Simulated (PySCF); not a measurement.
# SiGeH6 in PySCF: notebook

Aim: see how the results for SiGeH6 move with the level of theory and the settings. Levels: CAM-B3LYP+D3(BJ), BLYP+D3(BJ). Tasks: atomic charges.

All numbers are computed with PySCF 2.14.0; they aren't measurements. Logs are shortened: lines on timing, memory, paths and dates and some standing lists are left out, and cuts for length are marked.

### 1 Starting point

The cell holds a molecule in a box, 8 atoms: a = 13.000 Å, b = 13.000 Å, c = 14.000 Å, α = 90.00°, β = 90.00°, γ = 90.00°.

### 2 Atomic charges, CAM-B3LYP+D3(BJ)

Contents of run.py:

```python
import json
import numpy as np
from pyscf.pbc import gto, scf, dft, df
from pyscf.pbc.tools import pyscf_ase
from ase.io import read

atoms = read('SiGeH6.xyz')
cell = pyscf_ase.cell_from_ase(atoms)
cell.basis = '6-31g*'
cell.exp_to_discard = 0
cell.precision = 1e-08
cell.max_memory = 2520  # MB
cell.verbose = 4
cell.build()

res = {}
from pyscf.dispersion import dftd3
d = dftd3.DFTD3Dispersion(cell, xc='camb3lyp', version='d3bj', atm=False).get_dispersion(grad=True)
print('dispersion energy = %.10f' % d['energy'])
res['e_disp'] = float(d['energy'])

kpts = cell.make_kpts([1, 1, 1])
mf = dft.KRKS(cell, kpts, xc='camb3lyp', exxdiv='ewald')
mf = mf.density_fit()
mf.with_df._cderi = 'cderi.h5'  # three-centre integrals saved by an earlier run on this cell, basis and mesh
mf.conv_tol = 1e-07
mf.max_cycle = 60

mf.kernel()
res.update(converged=bool(mf.converged), e_tot=mf.e_tot, nelec=cell.nelectron, nao=cell.nao, mesh=list(map(int, cell.mesh)), a=cell.lattice_vectors().tolist(), coords=cell.atom_coords().tolist(),
           mo_energy=[np.real(x).tolist() for x in mf.mo_energy], mo_occ=[np.real(x).tolist() for x in mf.mo_occ])
res.update(kpts=cell.get_scaled_kpts(kpts).tolist())
res['parts'] = {k: float(np.real(v)) for k, v in mf.scf_summary.items() if np.isscalar(v)}
json.dump(res, open('results.json', 'w'))
if not mf.converged:
    raise SystemExit('SCF not converged')

print('levels (eV)')
for i, kp in enumerate(res['kpts'][:40]):
    print('k %7.4f %7.4f %7.4f  ' % tuple(kp), ' '.join('%.3f' % (x * 27.211386) for x in res['mo_energy'][i][:31]))

# Mulliken populations
dm, s = np.asarray(mf.make_rdm1()), np.asarray(mf.get_ovlp())
sites = cell.aoslice_by_atom()[:, 2:]
tot = np.einsum('kij,kji->i', dm, s).real / len(kpts)
res['mulliken'] = [cell.atom_charge(i) - tot[a0:a1].sum() for i, (a0, a1) in enumerate(sites)]
print('Mulliken charges', np.round(res['mulliken'], 5))
res['meta_lowdin'] = mf.mulliken_meta()[1].tolist()
res['done'] = True
json.dump(res, open('results.json', 'w'))
```

Contents of SiGeH6.xyz:

```xyz
8
Lattice="13.0000000000 0.0000000000 0.0000000000 0.0000000000 13.0000000000 0.0000000000 0.0000000000 0.0000000000 14.0000000000" Properties=species:S:1:pos:R:3 pbc="T T T"
Si     5.9665999900      6.9283500000      6.0207499800
Ge     7.0130000200      6.1480499600      8.0083500000
H      4.5884000500      7.3990499700      6.3200499600
H      5.8924999900      5.8334499600      5.0176499800
H      6.7440999600      8.0563499900      5.4435500000
H      7.1023999800      7.2754500000      9.0503499800
H      8.4375999500      5.6513499900      7.7100500400
H      6.2140000000      4.9856500200      8.6210500600
```

Potentials or basis: 6-31g* (all-electron).

The run is started by

```sh
OMP_NUM_THREADS=2 python -u run.py > log
```

The log of the run:

```text
Discarded 0 diffused primitive functions, 0 contracted functions

PySCF version 2.14.0

[INPUT] verbose = 4
[INPUT] num. atoms = 8
[INPUT] num. electrons = 52
[INPUT] charge = 0
[INPUT] spin (= nelec alpha-beta = 2S) = 0
[INPUT] symmetry False subgroup None
[INPUT] Mole.unit = angstrom
[INPUT] Symbol           X                Y                Z      unit          X                Y                Z       unit  Magmom
[INPUT]  1 Si     5.966599990000   6.928350000000   6.020749980000 AA   11.275239875933  13.092683995130  11.377568526681 Bohr   0.0
[INPUT]  2 Ge     7.013000020000   6.148049960000   8.008350000000 AA   13.252649349369  11.618130624543  15.133588209661 Bohr   0.0
[INPUT]  3 H      4.588400050000   7.399049970000   6.320049960000 AA    8.670819444441  13.982178025271  11.943163517968 Bohr   0.0
[INPUT]  4 H      5.892499990000   5.833449960000   5.017649980000 AA   11.135211170102  11.023622785755   9.481984251129 Bohr   0.0
[INPUT]  5 H      6.744099960000   8.056349990000   5.443550000000 AA   12.744501881090  15.224295044742  10.286818645376 Bohr   0.0
[INPUT]  6 H      7.102399980000   7.275450000000   9.050349980000 AA   13.421590789316  13.748607932967  17.102682793663 Bohr   0.0
[INPUT]  7 H      8.437599950000   5.651349990000   7.710050040000 AA   15.944753054144  10.679503715164  14.569882982292 Bohr   0.0
[INPUT]  8 H      6.214000000000   4.985650020000   8.621050060000 AA   11.742758138047   9.421513090732  16.291423519565 Bohr   0.0

nuclear repulsion = 22.6736059107465
number of shells = 32
number of NR pGTOs = 170
number of NR cGTOs = 62
basis = 6-31g*
ecp = {}
lattice vectors  a1 [24.566439619, 0.000000000, 0.000000000]
                 a2 [0.000000000, 24.566439619, 0.000000000]
                 a3 [0.000000000, 0.000000000, 26.456165744]
dimension = 3
low_dim_ft_type = None
Cell volume = 15966.6
exp_to_discard = 0
rcut = 29.524367151608605 (nimgs = [2 2 2])
precision = 1e-08
pseudo = None
ke_cutoff = 6153476.388535032
    = [27435 27435 29545] mesh (22237907702625 PWs)
dispersion energy = -0.0043908884

******** <class 'pyscf.pbc.dft.krks.KRKS'> ********
method = KRKS
initial guess = minao
damping factor = 0
level_shift factor = 0
DIIS = <class 'pyscf.scf.diis.CDIIS'>
diis_start_cycle = 1
diis_space = 8
diis_damp = 0
SCF conv_tol = 1e-07
SCF conv_tol_grad = None
SCF max_cycles = 60
direct_scf = True
direct_scf_tol = 1e-13

******** PBC SCF flags ********
N kpts = 1
Exchange divergence treatment (exxdiv) = ewald
    madelung (= occupied orbital energy shift) = 0.11246591248890078
    Total energy shift due to Ewald probe charge = -1/2 * Nelec*madelung = -2.92411372471
DF object = <pyscf.pbc.df.df.GDF object>
XC functionals = camb3lyp
small_rho_cutoff = 0
radial grids:
    Treutler-Ahlrichs [JCP 102, 346 (1995); DOI:10.1063/1.469408] (M4) radial grids

becke partition: Becke, JCP 88, 2547 (1988); DOI:10.1063/1.454033
pruning grids: <function nwchem_prune>
grids dens level: 3
symmetrized grids: False
atomic radii adjust function: <function treutler_atomic_radii_adjust>
Set gradient conv threshold to 0.000316228

******** <class 'pyscf.pbc.df.rsdf_builder._RSNucBuilder'> ********
mesh = [47 47 51] (112659 PWs)
ke_cutoff = 17.302185920816544
omega = 0.5229654415994075
exclude_d_aux = False
exclude_dd_block = True
j2c_eig_always = False
has_long_range = True
tot grids = 98668
cell vol = 15966.5594  sum(weights) = 15578.4031
nelec by numeric integration = 51.99999761412604

WARN: Function deprecated. Call pbc.df.rsdf_builder.estimate_ke_cutoff_for_omega instead.

Create RSH-DF object <pyscf.pbc.df.aft.AFTDF object> for omega=0.33
init E= -2369.32424521512
  HOMO = -0.291442075667  LUMO = 0.0359761885098  gap/eV = 8.90950
nelec by numeric integration = 51.99999920918693

WARN: Function deprecated. Call pbc.df.rsdf_builder.estimate_ke_cutoff_for_omega instead.

Create RSH-DF object <pyscf.pbc.df.aft.AFTDF object> for omega=0.33
cycle= 1 E= -2369.78410598863  delta_E= -0.46  |g|= 0.421  |ddm|= 2.24
  HOMO = -0.357865086033  LUMO = 0.0558778943231  gap/eV = 11.25852
nelec by numeric integration = 51.99999839054282

WARN: Function deprecated. Call pbc.df.rsdf_builder.estimate_ke_cutoff_for_omega instead.

Create RSH-DF object <pyscf.pbc.df.aft.AFTDF object> for omega=0.33
cycle= 2 E= -2369.78831541584  delta_E= -0.00421  |g|= 0.42  |ddm|= 0.388
  HOMO = -0.340567276832  LUMO = 0.0673075817302  gap/eV = 11.09884
nelec by numeric integration = 51.99999890472347

WARN: Function deprecated. Call pbc.df.rsdf_builder.estimate_ke_cutoff_for_omega instead.

Create RSH-DF object <pyscf.pbc.df.aft.AFTDF object> for omega=0.33
cycle= 3 E= -2369.80262619237  delta_E= -0.0143  |g|= 0.0122  |ddm|= 0.166
  HOMO = -0.336636900801  LUMO = 0.0706251787439  gap/eV = 11.08217
nelec by numeric integration = 51.9999989118713

WARN: Function deprecated. Call pbc.df.rsdf_builder.estimate_ke_cutoff_for_omega instead.

Create RSH-DF object <pyscf.pbc.df.aft.AFTDF object> for omega=0.33
cycle= 4 E= -2369.80269389035  delta_E= -6.77e-05  |g|= 0.00489  |ddm|= 0.0303
  HOMO = -0.338286479696  LUMO = 0.0699143840986  gap/eV = 11.10771
nelec by numeric integration = 51.99999891246719

WARN: Function deprecated. Call pbc.df.rsdf_builder.estimate_ke_cutoff_for_omega instead.

Create RSH-DF object <pyscf.pbc.df.aft.AFTDF object> for omega=0.33
cycle= 5 E= -2369.80270307863  delta_E= -9.19e-06  |g|= 0.000354  |ddm|= 0.00779
  HOMO = -0.33828587  LUMO = 0.0698912864287  gap/eV = 11.10707
nelec by numeric integration = 51.999998913037544

WARN: Function deprecated. Call pbc.df.rsdf_builder.estimate_ke_cutoff_for_omega instead.

Create RSH-DF object <pyscf.pbc.df.aft.AFTDF object> for omega=0.33
cycle= 6 E= -2369.80270315032  delta_E= -7.17e-08  |g|= 0.000109  |ddm|= 0.000811
  HOMO = -0.338283070462  LUMO = 0.0699029507876  gap/eV = 11.10731
nelec by numeric integration = 51.999998913098025

WARN: Function deprecated. Call pbc.df.rsdf_builder.estimate_ke_cutoff_for_omega instead.

Create RSH-DF object <pyscf.pbc.df.aft.AFTDF object> for omega=0.33
Extra cycle  E= -2369.80270315351  delta_E= -3.18e-09  |g|= 0.000102  |ddm|= 0.000247
converged SCF energy = -2369.80270315351
levels (eV)
k  0.0000  0.0000  0.0000   -10851.793 -1800.767 -1357.032 -1208.060 -1208.059 -1208.059 -171.507 -145.409 -121.758 -121.758 -121.745 -100.728 -100.722 -100.722 -34.255 -34.255 -34.210 -34.168 -34.167 -17.615 -15.705 -11.284 -11.282 -10.477 -10.476 -9.205 1.902 2.328 2.330 3.342 3.996
Mulliken charges [ 0.25042 -0.21004 -0.05885 -0.0587  -0.05874  0.0454   0.04519  0.04532]
 ** Mulliken pop on meta-lowdin orthogonal AOs **
 ** Mulliken pop  **
pop of  0 Si 1s           2.00000
pop of  0 Si 2s           1.99982
pop of  0 Si 3s           1.10572
pop of  0 Si 4s           0.00471
pop of  0 Si 2px          1.99988
pop of  0 Si 2py          1.99988
pop of  0 Si 2pz          1.99986
pop of  0 Si 3px          0.85002
pop of  0 Si 3py          0.84780
pop of  0 Si 3pz          0.86342
pop of  0 Si 4px          0.01106
pop of  0 Si 4py          0.01116
pop of  0 Si 4pz          0.01050
pop of  0 Si 3dxy         0.00741
pop of  0 Si 3dyz         0.01026
pop of  0 Si 3dz^2        0.00421
pop of  0 Si 3dxz         0.00445
pop of  0 Si 3dx2-y2      0.00691
pop of  1 Ge 1s           2.00000
pop of  1 Ge 2s           1.99998
pop of  1 Ge 3s           1.99980
pop of  1 Ge 4s           1.18523
pop of  1 Ge 5s           0.00458
pop of  1 Ge 2px          2.00000
pop of  1 Ge 2py          2.00000
pop of  1 Ge 2pz          2.00000
pop of  1 Ge 3px          1.99994
pop of  1 Ge 3py          1.99994
pop of  1 Ge 3pz          1.99994
pop of  1 Ge 4px          0.89241
pop of  1 Ge 4py          0.88901
pop of  1 Ge 4pz          0.91252
pop of  1 Ge 5px          0.00836
pop of  1 Ge 5py          0.00816
pop of  1 Ge 5pz          0.00962
pop of  1 Ge 3dxy         1.99880
pop of  1 Ge 3dyz         1.99861
pop of  1 Ge 3dz^2        1.99893
pop of  1 Ge 3dxz         1.99896
pop of  1 Ge 3dx2-y2      1.99881
pop of  1 Ge 4dxy         0.00402
pop of  1 Ge 4dyz         0.00527
pop of  1 Ge 4dz^2        0.00268
pop of  1 Ge 4dxz         0.00304
pop of  1 Ge 4dx2-y2      0.00365
pop of  1 Ge 5dxy         0.00148
pop of  1 Ge 5dyz         0.00184
pop of  1 Ge 5dz^2        0.00122
pop of  1 Ge 5dxz         0.00155
pop of  1 Ge 5dx2-y2      0.00130
pop of  2 H 1s            1.07348
pop of  2 H 2s            0.00213
pop of  3 H 1s            1.07342
pop of  3 H 2s            0.00213
pop of  4 H 1s            1.07344
pop of  4 H 2s            0.00213
pop of  5 H 1s            1.03298
pop of  5 H 2s            0.00253
pop of  6 H 1s            1.03302
pop of  6 H 2s            0.00253
pop of  7 H 1s            1.03296
pop of  7 H 2s            0.00253
 ** Mulliken atomic charges  **
charge of    0Si =      0.26293
charge of    1Ge =      0.07036
charge of    2H =     -0.07561
charge of    3H =     -0.07555
charge of    4H =     -0.07557
charge of    5H =     -0.03551
charge of    6H =     -0.03555
charge of    7H =     -0.03549
```

It took 1.7 min on 2 threads of Intel Xeon at 2.70GHz, shared host; peak memory 1.9 GiB.

Results:

* Free energy: -64485.7362 eV
* Gap between the frontier levels: 11.11 eV
* Meta-löwdin charges: Si +0.26; Ge +0.07; H -0.08, -0.04 e
* Dispersion energy per atom: -0.015 eV

Caveat: this is a molecule in a periodic box at the Γ point, so its band gap is the HOMO-LUMO gap; the energy listed adds the dispersion energy to the SCF energy of the log; population charges move with the basis; relativity is left out, which matters for the heavier elements; the basis of atomic orbitals isn't converged, which shifts pressures, moduli and gaps.

### 3 Atomic charges, BLYP+D3(BJ)

Edit run.py of step 2 so:

```diff
@@ -17,3 +17,3 @@
 from pyscf.dispersion import dftd3
-d = dftd3.DFTD3Dispersion(cell, xc='camb3lyp', version='d3bj', atm=False).get_dispersion(grad=True)
+d = dftd3.DFTD3Dispersion(cell, xc='blyp', version='d3bj', atm=False).get_dispersion(grad=True)
 print('dispersion energy = %.10f' % d['energy'])
@@ -22,3 +22,3 @@
 kpts = cell.make_kpts([1, 1, 1])
-mf = dft.KRKS(cell, kpts, xc='camb3lyp', exxdiv='ewald')
+mf = dft.KRKS(cell, kpts, xc='blyp')
 mf = mf.density_fit()
```

SiGeH6.xyz is that of step 2.

Potentials or basis: 6-31g* (all-electron).

The run is started by

```sh
OMP_NUM_THREADS=2 python -u run.py > log
```

Wall time 17 s (2 threads of Intel Xeon at 2.70GHz, shared host); peak memory 1.9 GiB.

It converged, with:

```yaml
Free_energy: -64486.0654 eV
Gap_between_the_frontier_levels: 6.87 eV
Meta-löwdin_charges: Si +0.25; Ge +0.05; H -0.07, -0.03 e
Dispersion_energy_per_atom: -0.038 eV
```

Levels at points of the mesh, in eV from the valence-band top:
```
           k point  band 21  band 22  band 23  band 24  band 25  band 26  band 27  band 28  band 29  band 30
(0.00, 0.00, 0.00)    -5.52    -1.70    -1.70    -1.02    -1.02     0.00     6.87     7.20     7.20     8.10
```

Caveat: this is a molecule in a periodic box at the Γ point, so its band gap is the HOMO-LUMO gap; the energy listed adds the dispersion energy to the SCF energy of the log; population charges move with the basis; relativity is left out, which matters for the heavier elements; the basis of atomic orbitals isn't converged, which shifts pressures, moduli and gaps.
